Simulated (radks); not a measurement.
# I⁺ in [Kr] 4d10 5s1 5p4 6p1: an all-electron calculation

Aim: the levels, the sizes of the orbitals and the parts of the energy of the iodine ion I+.

Program: radks (a radial shooting solver on a logarithmic mesh, Libxc functionals) version 1. Level of theory: Dirac Kohn-Sham, PBE, spin-unpolarised, spherical densities, point nucleus; open shells fill j = l - 1/2 first. These are calculated values, not measurements, unless marked.

### 1 The system

| Property | Result |
| --- | --- |
| element | iodine (Z = 53) |
| charge | +1 |
| electrons | 52 |
| configuration | [Kr] 4d10 5s1 5p4 6p1 |

### 2 The run

The run's settings:

```text
Z 53
configuration [Kr] 4d10 5s1 5p4 6p1
relativity Dirac
functional pbe,pbe
spin unpolarised
j_filling energy
nucleus point
c 137.035999084
```

Q: Predict the outcome of this run.

**Answer**, as computed:

| quantity | value |
| --- | --- |
| total energy | -7117.74654 hartree |
| exchange-correlation share of it | 2.54 % |
| −T/E | 1.0600 |
| highest occupied level | 6p1/2, -5.241 eV |
| most extended occupied level | 6p1/2, <r> = 5.76 bohr |
| radius at density 0.001 e/bohr³ | 4.68 bohr |
| maxima of the radial density | 4 |

**Reading.** The radial density shows 4 maxima for 6 occupied principal shells; where shells overlap, one shows as a shoulder or not at all. Relativity lifts −T/E to 1.060. This is not the tabulated ground configuration, so its levels and sizes aren't those of the ground state, and no measured value stands beside it.
